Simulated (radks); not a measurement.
# K²⁺ in [He] 2s2 2p5.75 3s2 3p5.25: an all-electron calculation

The task here is to estimate one member of a computed series from the others.

Program: radks (a radial shooting solver on a logarithmic mesh, Libxc functionals) version 1. Level of theory: scalar-relativistic Kohn-Sham, r2SCAN, spin-polarised, spherical densities, finite nucleus; open shells are filled with parallel spins first. These are calculated values, not measurements, unless marked.

### What is computed

* element: potassium (Z = 19)
* charge: +2
* electrons: 17
* configuration: [He] 2s2 2p5.75 3s2 3p5.25
* nuclear rms radius: 3.4349 fm

Set-up of the first run:

Input:

```text
Z 19
configuration [He] 2s2 2p5.75 3s2 3p5.25
relativity scalar-relativistic
functional r2scan,r2scan
spin polarised
nucleus finite rms 3.4349 fm
c 137.035999084
```

Run with:

```sh
$ python run_ks.py task.json out
```

The same process makes all the runs of this session.

One of the session's tables, all rows but one given; the rest of the session is left out.

It belongs to the step «Orbitals and density». From the orbitals of this run (lengths in bohr):

| level | <r> | outermost maximum (interpolated) | 90 % within | nodes |
| --- | --- | --- | --- | --- |
| 1s up | 0.08106 | 0.0530 | 0.145 | 0 |
| 1s down | 0.08103 | 0.0530 | 0.145 | 0 |
| 2s up | 0.3842 | 0.317 | 0.598 | 1 |
| 2s down | 0.3845 | 0.317 | 0.598 | 1 |
| 2p up | 0.3472 | 0.261 | 0.572 | 0 |
| 2p down | ? | ? | ? | ? |
| 3s up | 1.221 | 1.05 | 1.82 | 2 |
| 3s down | 1.228 | 1.06 | 1.84 | 2 |
| 3p up | 1.329 | 1.11 | 2.03 | 1 |
| 3p down | 1.340 | 1.12 | 2.05 | 1 |

Estimate the missing values for 2p down.

As computed: <r>: 0.3478; outermost maximum (interpolated): 0.262; 90 % within: 0.573; nodes: 0. In the column «<r>» it lies between 2p up (0.3472) and 2s up (0.3842).
